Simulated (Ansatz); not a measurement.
# C3H12SiSn: the cost of one run

Computed with Ansatz 0.2.0, Gaussian basis. Level: the settings change from run to run.

### Step 1. The relaxed structure

The structure was relaxed beforehand with PBE0-D4 in a triple-zeta def2 set. Sn takes a core potential in def2 sets; no spin-orbit term is included.

SMILES `C[Si](C)(C)[SnH3]`, 17 atoms, charge 0, spin multiplicity 1.

Atoms are counted from 1 here; the program's logs count them from 0.

Bond lengths: C1–Si2 1.877 Å, C1–H6 1.093 Å, C1–H7 1.094 Å, C1–H8 1.093 Å, Si2–C3 1.877 Å, Si2–C4 1.877 Å, Si2–Sn5 2.572 Å, C3–H9 1.093 Å, C3–H10 1.093 Å, C3–H11 1.094 Å, C4–H12 1.093 Å, C4–H13 1.094 Å, C4–H14 1.093 Å, Sn5–H15 1.714 Å, Sn5–H16 1.714 Å, Sn5–H17 1.714 Å. Angles: Si2–C1–H6 111.3°, Si2–C1–H7 110.3°, Si2–C1–H8 111.3°, H6–C1–H7 107.9°, H6–C1–H8 107.9°, H7–C1–H8 107.9°, C1–Si2–C3 109.9°, C1–Si2–C4 109.9°, C1–Si2–Sn5 109.1°, C3–Si2–C4 109.9°, C3–Si2–Sn5 109.0°, C4–Si2–Sn5 109.0°, Si2–C3–H9 111.3°, Si2–C3–H10 111.3°, Si2–C3–H11 110.3°, H9–C3–H10 107.9°, H9–C3–H11 107.9°, H10–C3–H11 107.9° and more.

Geometry (Å):

| atom | x (Å) | y (Å) | z (Å) |
| --- | --- | --- | --- |
| C1 | -0.77426 | 0.33966 | -1.76493 |
| Si2 | 0.10253 | -0.09476 | -0.16343 |
| C3 | 1.87142 | 0.53037 | -0.21358 |
| C4 | 0.08896 | -1.95453 | 0.08823 |
| Sn5 | -1.12720 | 1.02635 | 1.79811 |
| H6 | -0.78480 | 1.41937 | -1.93199 |
| H7 | -0.26632 | -0.12750 | -2.61445 |
| H8 | -1.80945 | -0.00983 | -1.75871 |
| H9 | 2.40265 | 0.29424 | 0.71154 |
| H10 | 1.90628 | 1.61332 | -0.35440 |
| H11 | 2.41500 | 0.06547 | -1.04201 |
| H12 | -0.93158 | -2.34292 | 0.12636 |
| H13 | 0.60827 | -2.45291 | -0.73630 |
| H14 | 0.58989 | -2.23332 | 1.01836 |
| H15 | -1.16559 | 2.73310 | 1.64844 |
| H16 | -2.75631 | 0.50941 | 1.92295 |
| H17 | -0.38847 | 0.68408 | 3.30611 |

### Step 2. revPBE/ANO-RCC-VTZP

Options: D3(BJ) dispersion, the search for lower states set to off.

Contents of in.yaml:

```yaml
crystal:
  periodic: [false, false, false]
  atoms:
    - {symbol: C, position_ang: [-0.774260, 0.339659, -1.764928]}
    - {symbol: Si, position_ang: [0.102527, -0.094757, -0.163433]}
    - {symbol: C, position_ang: [1.871416, 0.530371, -0.213577]}
    - {symbol: C, position_ang: [0.088960, -1.954529, 0.088227]}
    - {symbol: Sn, position_ang: [-1.127198, 1.026345, 1.798109]}
    - {symbol: H, position_ang: [-0.784801, 1.419369, -1.931993]}
    - {symbol: H, position_ang: [-0.266319, -0.127502, -2.614447]}
    - {symbol: H, position_ang: [-1.809453, -0.009825, -1.758708]}
    - {symbol: H, position_ang: [2.402647, 0.294241, 0.711542]}
    - {symbol: H, position_ang: [1.906278, 1.613315, -0.354397]}
    - {symbol: H, position_ang: [2.415001, 0.065469, -1.042007]}
    - {symbol: H, position_ang: [-0.931583, -2.342915, 0.126358]}
    - {symbol: H, position_ang: [0.608273, -2.452912, -0.736304]}
    - {symbol: H, position_ang: [0.589888, -2.233316, 1.018362]}
    - {symbol: H, position_ang: [-1.165587, 2.733099, 1.648439]}
    - {symbol: H, position_ang: [-2.756315, 0.509407, 1.922948]}
    - {symbol: H, position_ang: [-0.388474, 0.684083, 3.306108]}
basis:
  gaussian: {orbitals: ANO-RCC-VTZP}
hamiltonian: {xc: {name: revPBE}, dispersion: d3bj}
scf: {lower_state_search: off}
```

Launch:

```console
> ansatz run in.yaml --threads 4 --pin off --events-out ev --progress --plain --max-ram 11315MiB
```

Q: Estimate wall time and peak memory on 4 threads of Arm Neoverse V2, shared host.

About 9 s, with a peak of 1.1 GiB.
